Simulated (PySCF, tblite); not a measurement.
# C5H11OP: geometry, infrared bands and NMR shifts

What infrared bands and NMR shifts should C5H11OP (`C=C[P@](C)(=O)CC`) show?

Programs: tblite 0.8.0 and PySCF 2.14.0, with density-fitted response routines of our own. Each step states its level of theory. These are calculated values for one molecule in the gas phase, unless marked as measured. Atoms count from 0, in the outputs and in this text.

### 1 Starting geometry

18 atoms, charge 0, multiplicity 1; geometry from: force field or distance geometry start.

Bonds of the start (Å): C0–C1 1.32, C1–P2 1.80, P2–C3 1.84, P2–O4 1.49, P2–C5 1.78, C5–C6 1.51, C0–H7 1.09, C0–H8 1.08, C1–H9 1.07, C3–H10 1.09, C3–H11 1.09, C3–H12 1.13, C5–H13 1.12, C5–H14 1.11, C6–H15 1.09, C6–H16 1.12, C6–H17 1.11.

### 2 Relaxing the molecule with GFN2-xTB

The job: settings as JSON, then the geometry in Å.

```
{"job": {"kind": "relax", "xc": "GFN2-xTB", "basis": "xTB"}, "charge": 0, "multiplicity": 1}
C     -2.323600    -1.348500    -0.274100
C     -1.864000    -0.150900     0.044900
P     -0.203900     0.399800    -0.376200
C     -0.158500     2.196400     0.004500
O     -0.001500     0.270100    -1.850600
C      0.958300    -0.508800     0.616200
C      2.232500    -0.864800    -0.111200
H     -3.335900    -1.595200     0.036400
H     -1.778400    -2.097000    -0.827600
H     -2.490400     0.511900     0.612000
H     -0.474300     2.776300    -0.860200
H      0.852000     2.402300     0.366100
H     -0.902000     2.328400     0.838500
H      1.235700     0.060500     1.535000
H      0.525900    -1.465700     0.989900
H      2.281700    -0.471300    -1.128500
H      3.084900    -0.470100     0.494300
H      2.353100    -1.967100    -0.121000
```

Command:

```
$ OMP_NUM_THREADS=1 python probes_run.py task.json out
```

The driver reads the jobs from task.json and runs them one after another.

**Question.** This job is followed by: GFN2-xTB harmonic vibrations, gas phase; GIAO PBE0/pcSseg-1 NMR shielding, non-relativistic, gas phase. Predict these results of the whole session: strongest single infrared mode (GFN2-xTB); zero-point energy (GFN2-xTB); 13C shifts against TMS (PBE0/pcSseg-1); 1H shifts against TMS (PBE0/pcSseg-1, means over atoms taken as alike); 31P shifts against H3PO4 (PBE0/pcSseg-1); 17O shifts against H2O (PBE0/pcSseg-1).

**Answer**, as computed:

```
                                                              quantity                                         value
                             strongest single infrared mode (GFN2-xTB)                         1267 cm⁻¹, 188 km/mol
                                          zero-point energy (GFN2-xTB)                                 92.6 kcal/mol
                                13C shifts against TMS (PBE0/pcSseg-1)             143.8, 141.7, 29.9, 16.7, 7.2 ppm
1H shifts against TMS (PBE0/pcSseg-1, means over atoms taken as alike)  6.81, 6.52, 6.31, 1.58, 1.36, 1.27, 1.24 ppm
                              31P shifts against H3PO4 (PBE0/pcSseg-1)                                       4.6 ppm
                                17O shifts against H2O (PBE0/pcSseg-1)                                      75.7 ppm
```

**Reading.** The optimisation took 135 steps and gained 0.640 eV; among the close pairs (by a distance rule), P2–C5 changed most, from 1.778 to 1.846 Å. All 48 modes are real, so the xTB geometry is a minimum. The strongest single mode, at 1267 cm⁻¹, moves mainly O4 and P2. Unscaled tight-binding wavenumbers are off by several per cent, some by more. Its intensities can rank the bands wrongly. The most deshielded carbon is C1 (alkene CH), at 143.8 ppm: the olefinic region. At PBE0/pcSseg-1: Shielding is most anisotropic at C0 (span 261 ppm, paramagnetic term -208 ppm).
